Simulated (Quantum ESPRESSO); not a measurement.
Cu5Ge2, 7 atoms in the cell. The typed cell holds 7 atoms: a = 7.000 Å, b = 7.000 Å, c = 7.000 Å, α = 34.18°, β = 34.18°, γ = 34.18°. The cell comes from a database or a generator and needn't be the stable form of this composition.

| Quantity | Value |
| --- | --- |
| Program | Quantum ESPRESSO 7.5 |
| Task | single point |
| Functional | PBEsol |
| Dispersion | D3(BJ) |
| Potentials or basis | JTH 2.0 LDA |
| Cutoff | 490 eV |
| Density cutoff | 2939 eV |
| k mesh | 4 × 4 × 4 |
| Occupations | gaussian, width 0.05 eV |
| Spin | no spin polarisation |
| Mixing beta | 0.5 |
| Most SCF iterations | 120 |
| SCF threshold | 1.4e-09 Ry |
| Startingwfc | random |
| Diagonalization | rmm-davidson |

Potentials or basis: JTH 2.0 LDA.

Command:

```console
$ OMP_NUM_THREADS=1 pw.x -in pw.in > pw.out
$ OMP_NUM_THREADS=1 pp.x -in pp_density.in > pp_density.out
$ OMP_NUM_THREADS=1 pp.x -in pp_potential.in > pp_potential.out
```

Hardware: 1 thread of AMD EPYC 7R13 Processor (Zen 3), on a shared host.

**Question.** How long does it take, and how much memory?

**Answer.** Run time: 5.8 min on 1 thread of AMD EPYC 7R13 Processor (Zen 3) (shared host), peak memory 0.28 GiB. Counts: scf iterations 18, k pools 1, bands 78, k points 36, g dense 34889.
